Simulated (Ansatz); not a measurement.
**C₂H₇InO₂: small, medium and large basis sets**

The task here is to estimate one member of a computed series from the others.

Program: Ansatz 0.2.0, Gaussian basis. Level of theory: one geometry, several basis sets. These are calculated values, not measurements.

The runs, in order: PBE0-D4/def2-SVP; ωB97M-V/def2-SVP; PBE0-D4/def2-QZVPP; ωB97M-V/def2-QZVPP; the functionals' def2-TZVPP values are taken from earlier runs.

## The geometry

All runs share one geometry, relaxed beforehand with PBE0-D4 in a triple-zeta def2 set. In takes the def2 core potential; no spin-orbit term is included.

SMILES `C[O][In]([CH3])[OH]`, 12 atoms, charge 0, spin multiplicity 1.

Atoms are counted from 1 here; the program's logs count them from 0.

Bond lengths: C1–O2 1.398 Å, C1–H6 1.098 Å, C1–H7 1.099 Å, C1–H8 1.101 Å, O2–In3 1.990 Å, In3–C4 2.126 Å, In3–O5 1.978 Å, C4–H9 1.090 Å, C4–H10 1.089 Å, C4–H11 1.090 Å, O5–H12 0.961 Å. Angles: O2–C1–H6 110.0°, O2–C1–H7 111.0°, O2–C1–H8 114.0°, H6–C1–H7 107.4°, H6–C1–H8 107.0°, H7–C1–H8 107.1°, C1–O2–In3 124.3°, O2–In3–C4 125.8°, O2–In3–O5 106.3°, C4–In3–O5 127.9°, In3–C4–H9 109.5°, In3–C4–H10 109.7°, In3–C4–H11 109.4°, H9–C4–H10 109.7°, H9–C4–H11 108.9°, H10–C4–H11 109.6°, In3–O5–H12 110.7°.

The first run:

Input file in.yaml:

```yaml
crystal:
  periodic: [false, false, false]
  atoms:
    - {symbol: C, position_ang: [-1.461231, -0.151167, 1.582487]}
    - {symbol: O, position_ang: [-0.431305, 0.741032, 1.268323]}
    - {symbol: In, position_ang: [0.744388, 0.577434, -0.329329]}
    - {symbol: C, position_ang: [0.687260, -0.995687, -1.758081]}
    - {symbol: O, position_ang: [1.955877, 2.140968, -0.290820]}
    - {symbol: H, position_ang: [-1.410739, -0.422969, 2.644621]}
    - {symbol: H, position_ang: [-2.445077, 0.304796, 1.405924]}
    - {symbol: H, position_ang: [-1.431183, -1.090365, 1.008119]}
    - {symbol: H, position_ang: [-0.301162, -1.035363, -2.215313]}
    - {symbol: H, position_ang: [1.439485, -0.821154, -2.525425]}
    - {symbol: H, position_ang: [0.885242, -1.944906, -1.260483]}
    - {symbol: H, position_ang: [1.768444, 2.697373, 0.469967]}
basis:
  gaussian: {orbitals: def2-SVP}
hamiltonian: {xc: pbe0, dispersion: d4}
output: {orbitals: {seedname: orbitals}}
```

Launch:

```bash
ansatz run in.yaml --threads 4 --pin off --events-out ev --progress --plain --max-ram 10444MiB
```

Steps of the session up to this table: PBE0-D4 in def2-SVP; ωB97M-V in def2-SVP; PBE0-D4 in def2-QZVPP; ωB97M-V in def2-QZVPP.

One table of the session follows, with a row left open; its other results are not shown here.

It belongs to the step «Functionals by basis». 

| functional | basis | HOMO (eV) |
| --- | --- | --- |
| PBE0-D4 | def2-SVP | ? |
| PBE0-D4 | def2-TZVPP | -7.27 |
| PBE0-D4 | def2-QZVPP | -7.31 |
| ωB97M-V | def2-SVP | -9.47 |
| ωB97M-V | def2-TZVPP | -9.69 |
| ωB97M-V | def2-QZVPP | -9.74 |

**Question.** Estimate the row for PBE0-D4, def2-SVP.

The run gave: HOMO (eV): -7.07. In the column «HOMO (eV)» it is the highest.
